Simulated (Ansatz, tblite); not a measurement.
# SiH(NHEt)3 (C6H19N3Si): rung by rung

One table from this session's results is given with a row withheld; the runs are named, their logs left out.

Method: as each input shows; program: Ansatz 0.2.0, Gaussian basis.

The runs, in order: GFN1-xTB, GFN2-xTB, PBE-D4/def2-TZVP, r2SCAN-D4/def2-TZVP, revPBE-D4/def2-TZVP, B3LYP-D4/def2-TZVP, PBE-D4/def2-SVP, PBE0-D4/def2-SVP, HF/STO-3G, HF/6-31G, B3LYP-D4/6-31G, MP2/def2-SVP, RPA/def2-SVP.

2 further runs of the same task are left out: 2 set aside as unsound or not needed. Runs told in other sessions of the task aren't counted.

**The relaxed structure**

The singlet was relaxed beforehand with r2SCAN-D4/def2-SVP.

29 atoms, charge 0, spin multiplicity 1.

Bond lengths: Si1–H2 1.506 Å, Si1–N3 1.728 Å, Si1–N12 1.730 Å, Si1–N21 1.727 Å, N3–C4 1.450 Å, N3–H6 1.016 Å, C4–C5 1.526 Å, C4–H7 1.110 Å, C4–H8 1.106 Å, C5–H9 1.102 Å, C5–H10 1.103 Å, C5–H11 1.104 Å, N12–C13 1.450 Å, N12–H15 1.016 Å, C13–C14 1.526 Å, C13–H16 1.109 Å, C13–H17 1.106 Å, C14–H18 1.102 Å and more. Angles: H2–Si1–N3 108.2°, H2–Si1–N12 110.7°, H2–Si1–N21 109.7°, N3–Si1–N12 109.9°, N3–Si1–N21 110.2°, N12–Si1–N21 108.2°, Si1–N3–C4 126.1°, Si1–N3–H6 118.0°, C4–N3–H6 114.8°, N3–C4–C5 113.5°, N3–C4–H7 110.9°, N3–C4–H8 108.0°, C5–C4–H7 109.3°, C5–C4–H8 109.4°, H7–C4–H8 105.3°, C4–C5–H9 110.6°, C4–C5–H10 111.6°, C4–C5–H11 110.7° and more.

Geometry (Å):

```mol
C6H19N3Si
  3D, bonds by distance, orders not assigned

 29 28  0  0  0  0  0  0  0  0999 V2000
    0.0207    0.0476   -0.2385 Si  0  0
    0.0485    0.0483    1.2670 H   0  0
    1.6512   -0.0053   -0.8081 N   0  0
    2.7976    0.6202   -0.1787 C   0  0
    3.7423   -0.3740    0.4906 C   0  0
    1.8790   -0.6734   -1.5395 H   0  0
    3.3664    1.2321   -0.9092 H   0  0
    2.4246    1.3375    0.5758 H   0  0
    3.2153   -0.9414    1.2753 H   0  0
    4.6078    0.1337    0.9476 H   0  0
    4.1299   -1.1001   -0.2447 H   0  0
   -0.7656    1.4683   -0.8351 N   0  0
   -1.9690    2.0596   -0.2820 C   0  0
   -1.7079    3.2926    0.5786 C   0  0
   -0.2227    2.0897   -1.4283 H   0  0
   -2.6844    2.3206   -1.0885 H   0  0
   -2.4804    1.2884    0.3229 H   0  0
   -1.0528    3.0418    1.4286 H   0  0
   -2.6455    3.7177    0.9738 H   0  0
   -1.2059    4.0792   -0.0100 H   0  0
   -0.8545   -1.3300   -0.8035 N   0  0
   -0.8165   -2.6602   -0.2285 C   0  0
   -2.0785   -3.0267    0.5471 C   0  0
   -1.6009   -1.1751   -1.4754 H   0  0
   -0.6331   -3.4234   -1.0124 H   0  0
    0.0592   -2.7165    0.4439 H   0  0
   -2.2412   -2.3218    1.3786 H   0  0
   -2.0184   -4.0472    0.9605 H   0  0
   -2.9654   -2.9825   -0.1077 H   0  0
  1  2  8  0
  1  3  8  0
  1 12  8  0
  1 21  8  0
  3  4  8  0
  3  6  8  0
  4  5  8  0
  4  7  8  0
  4  8  8  0
  5  9  8  0
  5 10  8  0
  5 11  8  0
 12 13  8  0
 12 15  8  0
 13 14  8  0
 13 16  8  0
 13 17  8  0
 14 18  8  0
 14 19  8  0
 14 20  8  0
 21 22  8  0
 21 24  8  0
 22 23  8  0
 22 25  8  0
 22 26  8  0
 23 27  8  0
 23 28  8  0
 23 29  8  0
M  END
```

PBE0-D4/def2-TZVP was run before; its log isn't repeated, and its numbers join the tables.

The first run:

Tight binding, by tblite at 300 K electronic temperature and without a spin-polarisation term:

```python
tblite.interface.Calculator('GFN1-xTB', numbers, positions, charge=0, uhf=0).singlepoint()
```

Tight binding, by tblite at 300 K electronic temperature and without a spin-polarisation term:

```python
tblite.interface.Calculator('GFN2-xTB', numbers, positions, charge=0, uhf=0).singlepoint()
```

start.molden holds the orbitals of an earlier run on this state, given as this run's starting guess.

Contents of in.yaml:

```yaml
crystal:
  periodic: [false, false, false]
  atoms:
    - {symbol: Si, position_ang: [0.020656, 0.047646, -0.238514]}
    - {symbol: H, position_ang: [0.048532, 0.048290, 1.266966]}
    - {symbol: N, position_ang: [1.651227, -0.005284, -0.808104]}
    - {symbol: C, position_ang: [2.797632, 0.620248, -0.178674]}
    - {symbol: C, position_ang: [3.742283, -0.373969, 0.490616]}
    - {symbol: H, position_ang: [1.878997, -0.673387, -1.539455]}
    - {symbol: H, position_ang: [3.366383, 1.232094, -0.909206]}
    - {symbol: H, position_ang: [2.424585, 1.337526, 0.575780]}
    - {symbol: H, position_ang: [3.215310, -0.941383, 1.275258]}
    - {symbol: H, position_ang: [4.607820, 0.133735, 0.947646]}
    - {symbol: H, position_ang: [4.129909, -1.100083, -0.244736]}
    - {symbol: N, position_ang: [-0.765552, 1.468316, -0.835138]}
    - {symbol: C, position_ang: [-1.969023, 2.059648, -0.282040]}
    - {symbol: C, position_ang: [-1.707866, 3.292621, 0.578637]}
    - {symbol: H, position_ang: [-0.222742, 2.089750, -1.428287]}
    - {symbol: H, position_ang: [-2.684367, 2.320614, -1.088519]}
    - {symbol: H, position_ang: [-2.480393, 1.288400, 0.322851]}
    - {symbol: H, position_ang: [-1.052785, 3.041761, 1.428623]}
    - {symbol: H, position_ang: [-2.645517, 3.717719, 0.973817]}
    - {symbol: H, position_ang: [-1.205935, 4.079195, -0.009976]}
    - {symbol: N, position_ang: [-0.854507, -1.330020, -0.803491]}
    - {symbol: C, position_ang: [-0.816488, -2.660211, -0.228508]}
    - {symbol: C, position_ang: [-2.078464, -3.026721, 0.547083]}
    - {symbol: H, position_ang: [-1.600864, -1.175127, -1.475449]}
    - {symbol: H, position_ang: [-0.633116, -3.423389, -1.012423]}
    - {symbol: H, position_ang: [0.059224, -2.716533, 0.443865]}
    - {symbol: H, position_ang: [-2.241162, -2.321841, 1.378608]}
    - {symbol: H, position_ang: [-2.018384, -4.047189, 0.960502]}
    - {symbol: H, position_ang: [-2.965411, -2.982456, -0.107730]}
basis:
  gaussian: {orbitals: def2-TZVP, initial_orbitals: start.molden}
hamiltonian: {xc: pbe, dispersion: d4}
scf: {omitted_lower_state_checks: [starts]}
output: {forces: true, orbitals: {seedname: orbitals}}
```

Run with:

```console
ansatz run in.yaml --threads 4 --pin off --events-out ev --progress --plain --max-ram 6963MiB
```

Among the steps run: PBE-D4/def2-TZVP; r2SCAN-D4/def2-TZVP; revPBE-D4/def2-TZVP; B3LYP-D4/def2-TZVP; PBE-D4/def2-SVP; PBE0-D4/def2-SVP; HF/STO-3G; HF/6-31G; B3LYP-D4/6-31G; MP2/def2-SVP; RPA/def2-SVP.

One table of the session follows, with a row left open; its other results are not shown here.

It belongs to the step «Binding energy». 

| level | binding an atom (eV) |
| --- | --- |
| HF/STO-3G | 3.495 |
| HF/6-31G | 2.688 |
| HF/def2-SVP | 2.933 |
| PBE-D4/def2-SVP | 4.065 |
| PBE-D4/def2-TZVP | 4.043 |
| revPBE-D4/def2-TZVP | 3.956 |
| r2SCAN-D4/def2-TZVP | ? |
| B3LYP-D4/6-31G | 3.845 |
| B3LYP-D4/def2-TZVP | 3.982 |
| PBE0-D4/def2-SVP | 4.011 |
| PBE0-D4/def2-TZVP | 3.986 |
| MP2/def2-SVP | 3.791 |

Q: Estimate the row for r2SCAN-D4/def2-TZVP from the others.

The run gave: binding an atom (eV): 3.964. In the column «binding an atom (eV)» it lies between revPBE-D4/def2-TZVP (3.956) and B3LYP-D4/def2-TZVP (3.982).

Caveats from the session: Free atoms were run apart at each level; binding is atoms less cluster, divided by the number of atoms, without zero-point or spin-orbit terms.
